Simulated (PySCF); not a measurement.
# C3N3Pb (Pb(CN)3-): the cost of one run

Program: PySCF 2.14.0. Level of theory: B3LYP, Pb def2-SVP with ECP60, C def2-SVP, N def2-SVP; scalar-relativistic core potentials, no spin–orbit coupling. These are calculated values, not measurements.

2 further runs of the same task are left out: 2 for a known fault of the program.

### 1 Where the work starts

7 atoms, charge -1, spin multiplicity 1.

Bond lengths: Pb1–C2 2.422 Å, Pb1–C4 2.422 Å, Pb1–C6 2.422 Å, C2–N3 1.170 Å, C4–N5 1.170 Å, C6–N7 1.170 Å. Angles: C2–Pb1–C4 180.0°, C2–Pb1–C6 90.0°, C4–Pb1–C6 90.0°, Pb1–C2–N3 180.0°, Pb1–C4–N5 180.0°, Pb1–C6–N7 180.0°.

Geometry (Å):

```xyz
7

Pb    0.00000    0.00000    0.00000
C     0.00000    0.00000    2.42250
N     0.00000    0.00000    3.59250
C     0.00000    0.00000   -2.42250
N     0.00000    0.00000   -3.59250
C     2.42250    0.00000    0.00000
N     3.59250    0.00000    0.00000
```

Formal oxidation states: Pb +2.

### 2 SCF at the start, singlet

run.py (the lines that set the calculation)

```python
mol = gto.M(atom='''
Pb     0.00000     0.00000     0.00000
C      0.00000     0.00000     2.42250
N      0.00000     0.00000     3.59250
C      0.00000     0.00000    -2.42250
N      0.00000     0.00000    -3.59250
C      2.42250     0.00000     0.00000
N      3.59250     0.00000     0.00000''',
    basis={'Pb': 'def2-SVP', 'C': 'def2-SVP', 'N': 'def2-SVP'},
    ecp={'Pb': 'def2-SVP'},
    charge=-1, spin=0)
mf = dft.RKS(mol, xc='B3LYP')
mf.grids.atom_grid = (50, 194)
mf = mf.density_fit()  # fitting sets: Pb def2-universal-JKFIT, C def2-universal-JKFIT, N def2-universal-JKFIT
mf.conv_tol = 1e-08; mf.max_cycle = 55
mf.kernel(dm0)  # dm0: free metal ions and neutral atoms
```

Run with:

```console
OMP_NUM_THREADS=2 python run.py
```

What time and memory should one allow on 2 threads of Arm Neoverse V1, shared host?

About 3 s, with a peak of 0.5 GiB.
